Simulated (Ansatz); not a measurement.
# Si₂H₃F₃: basis-set convergence

The task here is to estimate one member of a computed series from the others.

The runs use Ansatz 0.2.0, Gaussian basis; one geometry, several basis sets.

Plan: PBE0-D4/def2-SVP; ωB97M-V/def2-SVP; PBE0-D4/def2-QZVPP; ωB97M-V/def2-QZVPP; the functionals' def2-TZVPP values are taken from earlier runs.

## The geometry

All runs share one geometry, relaxed beforehand with PBE0-D4 in a triple-zeta def2 set.

SMILES `F[Si](F)(F)[SiH3]`, 8 atoms, charge 0, spin multiplicity 1.

Atoms are counted from 1 here; the program's logs count them from 0.

Bond lengths: F1–Si2 1.582 Å, Si2–F3 1.582 Å, Si2–F4 1.582 Å, Si2–Si5 2.329 Å, Si5–H6 1.484 Å, Si5–H7 1.484 Å, Si5–H8 1.484 Å. Angles: F1–Si2–F3 107.0°, F1–Si2–F4 107.0°, F1–Si2–Si5 111.9°, F3–Si2–F4 107.0°, F3–Si2–Si5 111.9°, F4–Si2–Si5 111.9°, Si2–Si5–H6 108.7°, Si2–Si5–H7 108.7°, Si2–Si5–H8 108.7°, H6–Si5–H7 110.2°, H6–Si5–H8 110.2°, H7–Si5–H8 110.2°.

As a file:

```xyz
8

F     1.3105   -1.0605    1.5048
Si    0.5344   -0.9905    0.1285
F    -0.4793   -2.2045    0.1079
F     1.5956   -1.2559   -1.0139
Si   -0.5507    1.0504   -0.1526
H    -1.5256    1.2279    0.9519
H     0.4606    2.1358   -0.1228
H    -1.2533    1.0404   -1.4595
```

Set-up of the first run:

in.yaml

```yaml
crystal:
  periodic: [false, false, false]
  atoms:
    - {symbol: F, position_ang: [1.310483, -1.060487, 1.504806]}
    - {symbol: Si, position_ang: [0.534365, -0.990544, 0.128451]}
    - {symbol: F, position_ang: [-0.479270, -2.204519, 0.107930]}
    - {symbol: F, position_ang: [1.595611, -1.255947, -1.013888]}
    - {symbol: Si, position_ang: [-0.550736, 1.050425, -0.152602]}
    - {symbol: H, position_ang: [-1.525587, 1.227861, 0.951869]}
    - {symbol: H, position_ang: [0.460612, 2.135766, -0.122754]}
    - {symbol: H, position_ang: [-1.253277, 1.040445, -1.459511]}
basis:
  gaussian: {orbitals: def2-SVP}
hamiltonian: {xc: pbe0, dispersion: d4}
output: {orbitals: {seedname: orbitals}}
```

Among the steps run: PBE0-D4 in def2-SVP; ωB97M-V in def2-SVP; PBE0-D4 in def2-QZVPP; ωB97M-V in def2-QZVPP.

One of the session's tables, all rows but one given; the rest of the session is left out.

It belongs to the step «Density functionals: the series». 

```
functional       basis  HOMO (eV)  LUMO (eV)
   PBE0-D4    def2-SVP      -9.35      -0.04
   PBE0-D4  def2-TZVPP      -9.38      -0.30
   PBE0-D4  def2-QZVPP          ?          ?
   ωB97M-V    def2-SVP     -11.41       1.90
   ωB97M-V  def2-TZVPP     -11.47       1.53
   ωB97M-V  def2-QZVPP     -11.49       1.36
```

Q: Estimate the row for PBE0-D4, def2-QZVPP from the others.

The run gave: HOMO (eV): -9.39; LUMO (eV): -0.37. In the column «HOMO (eV)» it lies between ωB97M-V, def2-SVP (-11.41) and PBE0-D4, def2-TZVPP (-9.38).
